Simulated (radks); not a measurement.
# Ionisation of Pr²⁺: one atom, several choices of functional

An exercise on one series of results from a longer session: the logs are not shown, and one member is left open.

Method: Dirac Kohn-Sham, spin-unpolarised, spherical densities, finite nucleus; open shells fill j = l - 1/2 first. Code: radks (a radial shooting solver on a logarithmic mesh, Libxc functionals) version 1.

### The system

- element: praseodymium (Z = 59)
- charge: +2
- electrons: 57
- configuration: [Xe] 4f3
- ion: Pr³⁺, [Xe] 4f2
- choices: BLYP; PW91; LDA (Slater exchange, Perdew-Wang correlation)

The first run:

Settings of this run:

```text
Z 59
configuration [Xe] 4f3
relativity Dirac
functional b88,lyp
spin unpolarised
j_filling energy
nucleus finite rms 4.8919 fm
c 137.035999084
```

Run with:

```
> python run_ks.py task.json out
```

The same process makes all the runs of this session.

Steps of the session up to this table: BLYP: Pr²⁺.

One of the session's tables, all rows but one given; the rest of the session is left out.

It belongs to the step «BLYP: Pr²⁺». From the orbitals of this run (lengths in bohr):

| level | <r> | outermost maximum (interpolated) | 90 % within | nodes |
| --- | --- | --- | --- | --- |
| 4p3/2 | 0.6684 | 0.612 | 0.973 | 2 |
| 4d3/2 | 0.7221 | 0.631 | 1.09 | 1 |
| 4d5/2 | 0.7321 | 0.639 | 1.10 | 1 |
| 5s1/2 | 1.506 | 1.35 | 2.17 | 4 |
| 5p1/2 | 1.697 | 1.48 | 2.48 | 3 |
| 5p3/2 | 1.783 | 1.56 | 2.61 | 3 |
| 4f5/2 | ? | ? | ? | ? |
| 4f7/2 | 1.162 | 0.696 | 2.07 | 0 |

Estimate the missing values for 4f5/2.

As computed: <r>: 1.145; outermost maximum (interpolated): 0.690; 90 % within: 2.04; nodes: 0. In the column «<r>» it lies between 4d5/2 (0.7321) and 4f7/2 (1.162).

To keep in mind: Spin polarisation and multiplet splitting are left out, so open shells lie too high by an amount that depends on their filling.
